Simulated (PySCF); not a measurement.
# [Hg(H2O)2]2+: other functionals and bases at one geometry

Aim: see how levels, charges and forces of [Hg(H2O)2]2+ depend on the level of theory. The structure is generated, not taken from experiment.

Computed with PySCF 2.14.0. Level: several levels, as the steps say, no spin–orbit coupling.

2 further runs of the same task are left out: 2 for a known fault of the program.

### Step 1. The starting structure

7 atoms, charge 2, spin multiplicity 1.

Bond lengths: Hg1–O2 2.062 Å, Hg1–O5 2.062 Å, O2–H3 0.984 Å, O2–H4 0.984 Å, O5–H6 0.984 Å, O5–H7 0.984 Å. Angles: O2–Hg1–O5 180.0°, Hg1–O2–H3 124.6°, Hg1–O2–H4 124.6°, H3–O2–H4 110.8°, Hg1–O5–H6 124.6°, Hg1–O5–H7 124.6°, H6–O5–H7 110.8°.

Geometry (Å):

```xyz
7

Hg    0.00000    0.00000    0.00000
O     0.00000    0.00000    2.06182
H     0.57263    0.57263    2.62050
H    -0.57263   -0.57263    2.62050
O     0.00000    0.00000   -2.06182
H     0.57263   -0.57263   -2.62050
H    -0.57263    0.57263   -2.62050
```

Formal oxidation states: Hg +2. An earlier session relaxed this geometry at B3LYP, Hg def2-SVP with ECP60, O def2-SVP, H def2-SVP (singlet, point group D2d).

At B3LYP on the finer grid: E = -305.517882 Eh, HOMO -21.48 eV, LUMO -14.78 eV, Mulliken charge on Hg1 +1.21 e, largest force component 0.006 eV/Å. 

Levels to run: BLYP; r2SCAN; HF; wB97X; B3LYP, TZVP; B3LYP, x2c-SVP. Hardware: 2 threads of Arm Neoverse V1, shared host.

### Step 2. BLYP

Input file run.py (the lines that set the calculation):

```python
mol = gto.M(atom='''
Hg     0.00000     0.00000     0.00000
O      0.00000     0.00000     2.06182
H      0.57263     0.57263     2.62050
H     -0.57263    -0.57263     2.62050
O      0.00000     0.00000    -2.06182
H      0.57263    -0.57263    -2.62050
H     -0.57263     0.57263    -2.62050''',
    basis={'Hg': 'def2-SVP', 'O': 'def2-SVP', 'H': 'def2-SVP'},
    ecp={'Hg': 'def2-SVP'},
    charge=2, spin=0)
mf = dft.RKS(mol, xc='BLYP')
mf.grids.atom_grid = (75, 302)
mf = mf.density_fit()  # fitting sets: Hg def2-universal-JKFIT, O def2-universal-JKFIT, H def2-universal-JKFIT
mf.conv_tol = 1e-08; mf.max_cycle = 55
mf.kernel(dm0)  # dm0: the density of the relaxed state
```

Started as:

```bash
> OMP_NUM_THREADS=2 python run.py
```

### Step 3. r2SCAN

Changes to run.py (the lines that set the calculation) since step 2:

```diff
@@ -11,3 +11,3 @@
     charge=2, spin=0)
-mf = dft.RKS(mol, xc='BLYP')
+mf = dft.RKS(mol, xc='R2SCAN')
 mf.grids.atom_grid = (75, 302)
```

### Step 4. HF

Changes to run.py (the lines that set the calculation) since step 3:

```diff
@@ -11,4 +11,3 @@
     charge=2, spin=0)
-mf = dft.RKS(mol, xc='R2SCAN')
-mf.grids.atom_grid = (75, 302)
+mf = scf.RHF(mol)
 mf = mf.density_fit()  # fitting sets: Hg def2-universal-JKFIT, O def2-universal-JKFIT, H def2-universal-JKFIT
```

### Step 5. wB97X

Changes to run.py (the lines that set the calculation) since step 4:

```diff
@@ -11,3 +11,4 @@
     charge=2, spin=0)
-mf = scf.RHF(mol)
+mf = dft.RKS(mol, xc='WB97X')
+mf.grids.atom_grid = (75, 302)
 mf = mf.density_fit()  # fitting sets: Hg def2-universal-JKFIT, O def2-universal-JKFIT, H def2-universal-JKFIT
```

### Step 6. B3LYP, TZVP

Basis: Hg def2-TZVP with ECP60, O def2-TZVP, H def2-TZVP. 

Changes to run.py (the lines that set the calculation) since step 5:

```diff
@@ -8,6 +8,6 @@
 H     -0.57263     0.57263    -2.62050''',
-    basis={'Hg': 'def2-SVP', 'O': 'def2-SVP', 'H': 'def2-SVP'},
-    ecp={'Hg': 'def2-SVP'},
+    basis={'Hg': 'def2-TZVP', 'O': 'def2-TZVP', 'H': 'def2-TZVP'},
+    ecp={'Hg': 'def2-TZVP'},
     charge=2, spin=0)
-mf = dft.RKS(mol, xc='WB97X')
+mf = dft.RKS(mol, xc='B3LYP')
 mf.grids.atom_grid = (75, 302)
@@ -15,2 +15,2 @@
 mf.conv_tol = 1e-08; mf.max_cycle = 55
-mf.kernel(dm0)  # dm0: the density of the relaxed state
+mf.kernel(dm0)  # dm0: free metal ions and neutral atoms
```

### Step 7. B3LYP, x2c-SVP

Basis: Hg x2c-SVPall, O x2c-SVPall, H x2c-SVPall. All electrons are treated, with the spin-free X2C Hamiltonian.

Input file run.py (the lines that set the calculation):

```python
mol = gto.M(atom='''
Hg     0.00000     0.00000     0.00000
O      0.00000     0.00000     2.06182
H      0.57263     0.57263     2.62050
H     -0.57263    -0.57263     2.62050
O      0.00000     0.00000    -2.06182
H      0.57263    -0.57263    -2.62050
H     -0.57263     0.57263    -2.62050''',
    basis={'Hg': 'x2c-SVPall', 'O': 'x2c-SVPall', 'H': 'x2c-SVPall'},
    nucmod='G',
    charge=2, spin=0)
mf = dft.RKS(mol, xc='B3LYP')
mf.grids.atom_grid = (99, 590)
mf = mf.density_fit()  # fitting sets: Hg AutoAux, O AutoAux, H AutoAux
mf = mf.sfx2c1e()
mf.conv_tol = 1e-08; mf.max_cycle = 55
mf.kernel(dm0)  # dm0: free metal ions and neutral atoms
```

Q: Predict the outcome of this session. Wanted: for each run, HOMO; gap; charge on Hg1; dipole; largest force.

As calculated:

| level | state | HOMO (eV) | gap (eV) | charge on Hg1 (e) | dipole (D) | largest force (eV/Å) | basis functions | time |
| --- | --- | --- | --- | --- | --- | --- | --- | --- |
| B3LYP (relaxed here) | singlet | -21.48 | 6.70 | 1.21 | 0.00 | 0.01 | 80 | 6.3 s |
| BLYP | singlet | -19.80 | 4.29 | 1.13 | 0.00 | 0.27 | 80 | 4.6 s |
| r2SCAN | singlet | -20.36 | 5.00 | 1.23 | 0.00 | 0.18 | 80 | 7.5 s |
| HF | singlet | -26.49 | 16.27 | 1.48 | 0.00 | 1.34 | 80 | 1 s |
| wB97X | singlet | -24.33 | 12.31 | 1.26 | 0.00 | 0.14 | 80 | 8.6 s |
| B3LYP, TZVP | singlet | -21.55 | 6.74 | 1.32 | 0.00 | 0.25 | 129 | 14 s |
| B3LYP, x2c-SVP | singlet | -21.53 | 6.60 | 1.13 | 0.00 | 0.07 | 117 | 48 s |

Times are on 2 threads of Arm Neoverse V1, shared host; the first row also made further properties. The dipole of a charged species depends on the origin, so these sizes hold for this origin alone.

In one basis the HOMO–LUMO gap runs from 4.29 eV (BLYP) to 16.27 eV (HF). The largest leftover force, 1.34 eV/Å with HF, stands at a geometry relaxed at another level. The Mulliken charge on Hg spans +1.13 to +1.48 e over the levels. Total energies of different levels can't be compared. Spin–orbit coupling is left out throughout.
